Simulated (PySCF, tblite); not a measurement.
**C4HF5O: geometry, infrared bands and NMR shifts**

What infrared bands and NMR shifts should C4HF5O (`O=C(F)/C(=C/F)C(F)(F)F`) show?

Computed with tblite 0.8.0 and PySCF 2.14.0, with density-fitted response routines of our own, on a single molecule in the gas phase. Atoms are numbered from 0 throughout.

### Step 1. The molecule as given

11 atoms, charge 0, multiplicity 1; geometry from: force field or distance geometry start.

Bonds of the start (Å): O0–C1 1.27, C1–F2 1.32, C1–C3 1.48, C3–C4 1.31, C4–F5 1.35, C3–C6 1.47, C6–F7 1.38, C6–F8 1.37, C6–F9 1.39, C4–H10 1.10.

### Step 2. Optimising the geometry with GFN2-xTB

Job settings and geometry (Å):

```
{"job": {"kind": "relax", "xc": "GFN2-xTB", "basis": "xTB"}, "charge": 0, "multiplicity": 1}
O     -0.814000    -2.184600     0.242600
C     -1.180900    -0.966600     0.187500
F     -2.439600    -0.581200     0.308200
C     -0.162000     0.095000     0.008100
C     -0.525700     1.355500    -0.025200
F      0.396200     2.326600    -0.200400
C      1.253600    -0.275400    -0.111600
F      1.627000    -0.932500     1.043600
F      2.096100     0.759900    -0.415500
F      1.340100    -1.232800    -1.121300
H     -1.585500     1.638800     0.058100
```

On the command line:

```bash
$ OMP_NUM_THREADS=1 python probes_run.py task.json out
```

This one command runs all jobs of the session in turn.

**Question.** This job is followed by: GFN2-xTB harmonic vibrations, gas phase; GIAO PBE0/pcSseg-1 NMR shielding, non-relativistic, gas phase. Predict these results of the whole session: strongest single infrared mode (GFN2-xTB); zero-point energy (GFN2-xTB); ¹³C shifts against TMS (PBE0/pcSseg-1); ¹H shifts against TMS (PBE0/pcSseg-1); ¹⁷O shifts against H2O (PBE0/pcSseg-1); ¹⁹F shifts against CFCl3 (PBE0/pcSseg-1, means over atoms taken as alike); surface potential, 1st and 99th percentile.

The runs gave:

```
                                                                 quantity                           value
                                strongest single infrared mode (GFN2-xTB)           1863 cm⁻¹, 420 km/mol
                                             zero-point energy (GFN2-xTB)                   30.5 kcal/mol
                                   ¹³C shifts against TMS (PBE0/pcSseg-1)  177.8, 157.8, 129.5, 114.7 ppm
                                    ¹H shifts against TMS (PBE0/pcSseg-1)                        8.10 ppm
                                   ¹⁷O shifts against H2O (PBE0/pcSseg-1)                       455.8 ppm
¹⁹F shifts against CFCl3 (PBE0/pcSseg-1, means over atoms taken as alike)          19.3, -76.5, -79.0 ppm
                                    surface potential, 1st and 99th percentile              -1.15 V and 2.01 V
```

Over 29 steps the energy fell by 0.792 eV; of the close pairs, O0–C1 changed most, 1.273 to 1.176 Å. All 27 modes are real, so the xTB geometry is a minimum. The strongest single mode, at 1863 cm⁻¹, moves mainly C1 and O0. GFN2-xTB is a fitted tight-binding method: band positions and strengths are rough. Its intensities can rank the bands wrongly. At PBE0/pcSseg-1: The largest span, 648 ppm, is at O0, where the paramagnetic term is -519 ppm. At PBE0/pcSseg-1, counted by nearest atom on the grid, the HOMO lies on C3 41 %; C4 24 %, the LUMO on C4 33 %; C1, C3 about 16 % each.
